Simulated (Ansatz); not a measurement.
# FH2InO2: up Jacob's ladder to CCSD(T)

One table from this session's results is given with a row withheld; the runs are named, their logs left out.

Computed with Ansatz 0.2.0, Gaussian basis. Level: functionals in def2-TZVPP, the program's frozen cores in correlated methods.

Plan: LDA (SPW92), PBE-D4, revPBE-D4, BLYP-D4, r2SCAN-D4, B97M-V, PBE0-D4, B3LYP-D4, r2SCANh-D4, r2SCAN0-D4, HSE06-D4, BHLYP-D4, CAM-B3LYP-D4, LC-ωPBE, ωB97X-V, ωB97M-V, B2PLYP, PBE-QIDH; CCSD(T)/def2-SVP; CCSD(T)/def2-TZVPP; MP2/def2-QZVPP; extrapolation to the limit; RPA on PBE.

### The relaxed structure

The geometry comes from an earlier relaxation with PBE0-D4 in a triple-zeta def2 set; it is a stationary point. In takes the def2 core potential; no spin-orbit term is included.

SMILES `[OH][In]([OH])[F]`, 6 atoms, charge 0, spin multiplicity 1.

Atoms are counted from 1 here; the program's logs count them from 0.

Bond lengths: O1–In2 1.967 Å, O1–H5 0.962 Å, In2–O3 1.958 Å, In2–F4 1.940 Å, O3–H6 0.961 Å. Angles: In2–O1–H5 111.4°, O1–In2–O3 126.7°, O1–In2–F4 115.7°, O3–In2–F4 117.6°, In2–O3–H6 112.0°.

Set-up of the first run:

Contents of in.yaml:

```yaml
crystal:
  periodic: [false, false, false]
  atoms:
    - {symbol: O, position_ang: [-0.325866, 1.566580, -0.588883]}
    - {symbol: In, position_ang: [-0.067511, -0.327293, -0.125447]}
    - {symbol: O, position_ang: [0.870303, -1.030426, 1.442747]}
    - {symbol: F, position_ang: [-0.830399, -1.608857, -1.366820]}
    - {symbol: H, position_ang: [-0.819121, 1.663412, -1.408628]}
    - {symbol: H, position_ang: [1.214694, -0.327416, 2.000831]}
basis:
  gaussian: {orbitals: def2-TZVPP}
hamiltonian: {xc: lda}
output: {orbitals: {seedname: orbitals}}
```

Among the steps run: LDA; PBE-D4 (GGA); revPBE-D4 (GGA); BLYP-D4 (GGA); r2SCAN-D4 (meta-GGA); B97M-V (meta-GGA); PBE0-D4 (hybrid); B3LYP-D4 (hybrid); r2SCANh-D4 (hybrid); r2SCAN0-D4 (hybrid); HSE06-D4 (hybrid); BHLYP-D4 (hybrid); CAM-B3LYP-D4 (range-separated); LC-ωPBE-D4 (range-separated; the results give it without D4); ωB97X-V (range-separated); ωB97M-V (range-separated); B2PLYP (double hybrid); PBE-QIDH (double hybrid).

One of the session's tables, all rows but one given; the rest of the session is left out.

It belongs to the step «Orbital energies across the functionals». 

| functional | HOMO (eV) | LUMO (eV) | gap (eV) |
| --- | --- | --- | --- |
| LDA (SPW92) | -7.61 | -3.60 | 4.01 |
| PBE-D4 | -7.35 | -3.26 | 4.09 |
| revPBE-D4 | -7.26 | -3.11 | 4.15 |
| BLYP-D4 | -7.28 | -3.27 | 4.00 |
| r2SCAN-D4 | -7.73 | -3.01 | 4.71 |
| B97M-V | -7.78 | -3.15 | 4.63 |
| PBE0-D4 | -9.07 | -2.33 | 6.73 |
| B3LYP-D4 | -8.81 | -2.72 | 6.09 |
| r2SCANh-D4 | -8.37 | -2.68 | 5.69 |
| r2SCAN0-D4 | -9.35 | -2.19 | 7.16 |
| HSE06-D4 | ? | ? | ? |
| BHLYP-D4 | -10.75 | -1.53 | 9.22 |
| CAM-B3LYP-D4 | -10.61 | -1.43 | 9.18 |
| LC-ωPBE | -11.97 | 0.00 | 11.96 |
| ωB97X-V | -11.60 | -0.22 | 11.39 |
| ωB97M-V | -11.55 | -0.40 | 11.15 |

Estimate the missing values for HSE06-D4.

**Answer.** HOMO (eV): -8.65; LUMO (eV): -2.71; gap (eV): 5.95. In the column «HOMO (eV)» it lies between B3LYP-D4 (-8.81) and r2SCANh-D4 (-8.37).
